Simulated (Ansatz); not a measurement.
# Ni (Im-3m): test of the smearing width

How much does the smearing width move the energy of Ni (Im-3m)? Aim: a test of the smearing width, for Ni (Im-3m), run from a script.

This is Ni in the bcc structure; at room conditions it is fcc.

Computed with Ansatz 0.2.0 through its Python package. Level of theory: DFT PBEsol+D3(BJ) with three-body term, plane waves, PAW.

### Step 1. The structure

The structure is cubic, space group Im-3m (No. 229). The conventional cell has a = 2.767 Å, b = 2.767 Å, c = 2.767 Å, α = 90.00°, β = 90.00°, γ = 90.00°. Around Ni (site symmetry m-3m) lie 8 Ni at 2.40 Å.

The script holds or builds the structure itself.

### Step 2. The script

The input, smear_ni.py:

```python
# -*- coding: utf-8 -*-
"""How the energy of Ni depends on the smearing."""

from dataclasses import dataclass

import ansatz as az
import numpy as np
import pandas as pd


@dataclass(frozen=True)
class Options:
    dispersion: str = "d3bjatm"
    cutoff_ev: int = 450
    k_spacing: float = 0.22


opts = Options()


def main():
    vectors = np.array([
        [-1.383715, 1.383715, 1.383715],
        [1.383715, -1.383715, 1.383715],
        [1.383715, 1.383715, -1.383715],
    ])
    system = (
        az.Lattice.of(vectors)
        .atom("Ni", (0.0, 0.0, 0.0))
        .moments(Ni=2.0)
    )

    calculation = (
        system.calculation()
        .functional(az.Functional.PBESOL, dispersion=opts.dispersion)
        .basis(opts.cutoff_ev)
        .kpoints(spacing=opts.k_spacing)
        .spin(az.SpinTreatment.COLLINEAR)
    )

    rows = []
    for value in [0.3, 0.2, 0.1, 0.05]:
        data = calculation.occupations("gaussian", width=value).run().report
        rows.append((value, data["free_energy_ev"] / len(data["lattice"]["sites"]), data["n_iterations"], data["magnetization_mub"], data["n_kpoints"]))

    table = pd.DataFrame(rows, columns=["width (eV)", "F/atom (eV)", "iterations", "moment (muB)", "k-points"])
    print(table.round(5).to_string(index=False))

    # differences from the last row
    for row in rows[:-1]:
        shift = 1000 * (row[1] - rows[-1][1])
        print(f"{row[0]}: {shift:+.2f} meV/atom" + ("  (within 5 meV)" if abs(shift) < 5 else ""))


if __name__ == "__main__":
    main()
```

### Step 3. Running it

On the command line:

```console
$ python smear_ni.py
```

The program printed:

```text
 width (eV)  F/atom (eV)  iterations  moment (muB)  k-points
       0.30  -5805.28025          10       0.49111       120
       0.20  -5805.25669          10       0.53423       120
       0.10  -5805.24215          10       0.57360       120
       0.05  -5805.23864          10       0.59620       120
0.3: -41.61 meV/atom
0.2: -18.05 meV/atom
0.1: -3.51 meV/atom  (within 5 meV)
```

Wall time 22 s (1 thread of Arm Neoverse V1, shared host); peak memory 0.4 GiB.

### Step 4. What each run gave

The 4 runs, in the order started:

```
run  width (eV)  energy from run 4 (meV/atom)  the same at zero width (meV/atom)  moment (μB/cell)  SCF cycles  CPU time (s)
  1         0.3                        -41.61                              -0.80              0.49          10           6.6
  2         0.2                        -18.05                              -0.06              0.53          10           5.1
  3         0.1                         -3.51                               0.11              0.57          10           4.5
  4        0.05                          0.00                               0.00              0.60          10           4.2
```

Energies are free energies F = E - TS of the smeared occupations. 

### Step 5. Summary of results

| quantity | value |
| --- | --- |
| runs compared | 4 |
| last run but one, from the last | -3.51 meV/atom |
| within 5 meV/atom of the last run from | 0.1 |

What this shows: Going from 0.05 to 0.3 eV changes F by -41.6 meV an atom. With this scheme F falls roughly as the square of the width; the report's estimate for zero width (energy_sigma0_ev) moves by only -0.8 meV. Notes:
- The overall sign of a collinear moment is arbitrary, and semilocal functionals can give small moments to compounds that are paramagnetic.
- The free energy holds a sizeable smearing term, which stands for no physical temperature.
- The narrowest width needs the finest mesh, so the last row is no converged reference.
- This isn't the structure that Ni takes at ambient conditions. Whether this is the phase that is stable at ambient conditions was not tested.
